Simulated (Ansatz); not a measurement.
# CH2GaO radical (SMILES O=[C][GaH2]): functionals against CCSD(T) at one geometry

One table from this session's results is given with a row withheld; the runs are named, their logs left out.

The runs use Ansatz 0.2.0, Gaussian basis; single points in def2-TZVPP.

Correlated methods freeze the cores. Filled d shells of the heavier atoms are correlated. Orbitals are unrestricted.

**Where the work starts**

SMILES `O=[C][GaH2]`, 5 atoms, charge 0, spin multiplicity 2.

Atoms are counted from 1 here; the program's logs count them from 0.

Bond lengths: O1–C2 1.084 Å, C2–Ga3 2.271 Å, Ga3–H4 1.732 Å, Ga3–H5 1.775 Å. Angles: O1–C2–Ga3 109.6°, C2–Ga3–H4 147.5°, C2–Ga3–H5 104.3°, H4–Ga3–H5 106.6°.

As a file:

```xyz
5

O     0.5145   -1.4884    1.5812
C     0.9224   -0.5436    1.2403
Ga   -0.4145    0.3215   -0.3784
H    -1.7210    0.0629   -1.4859
H     0.4615    1.7545   -0.9518
```

The first run:

The input, run/in.yaml:

```yaml
crystal:
  periodic: [false, false, false]
  atoms:
    - {symbol: O, position_ang: [0.514500, -1.488400, 1.581200]}
    - {symbol: C, position_ang: [0.922400, -0.543600, 1.240300]}
    - {symbol: Ga, position_ang: [-0.414500, 0.321500, -0.378400]}
    - {symbol: H, position_ang: [-1.721000, 0.062900, -1.485900]}
    - {symbol: H, position_ang: [0.461500, 1.754500, -0.951800]}
basis:
  gaussian: {orbitals: def2-TZVPP}
magnetization: {spin_polarized: true, initial_magnetization: 1}
correlation: {method: ccsd_t}
scf: {omitted_lower_state_checks: [cluster_reference]}
output: {forces: true}
```

The command line of these runs was not kept.

Steps of the session up to this table: CCSD(T)/def2-TZVPP; PBE0-D4/def2-TZVPP; wB97M-V/def2-TZVPP; r2SCAN-D4/def2-TZVPP; PBE-D4/def2-TZVPP; r2SCAN0-D4/def2-TZVPP; HSE06-D4/def2-TZVPP.

One table of the session follows, with a row left open; its other results are not shown here.

| method | RMS force component (eV/Å) | angle to CCSD(T) forces (°) | dipole (D) |
| --- | --- | --- | --- |
| CCSD(T) | 3.477 | reference | 1.52 |
| PBE0-D4 | 3.186 | 1.9 | 1.24 |
| wB97M-V | 3.111 | 2.1 | 1.43 |
| r2SCAN-D4 | 3.334 | 2.0 | 1.29 |
| PBE-D4 | 3.672 | 4.2 | 1.25 |
| r2SCAN0-D4 | ? | ? | ? |
| HSE06-D4 | 3.198 | 1.9 | 1.24 |

Estimate the missing values for r2SCAN0-D4.

The run gave: RMS force component (eV/Å): 2.969; angle to CCSD(T) forces (°): 3.5; dipole (D): 1.26. In the column «RMS force component (eV/Å)» it is the lowest.
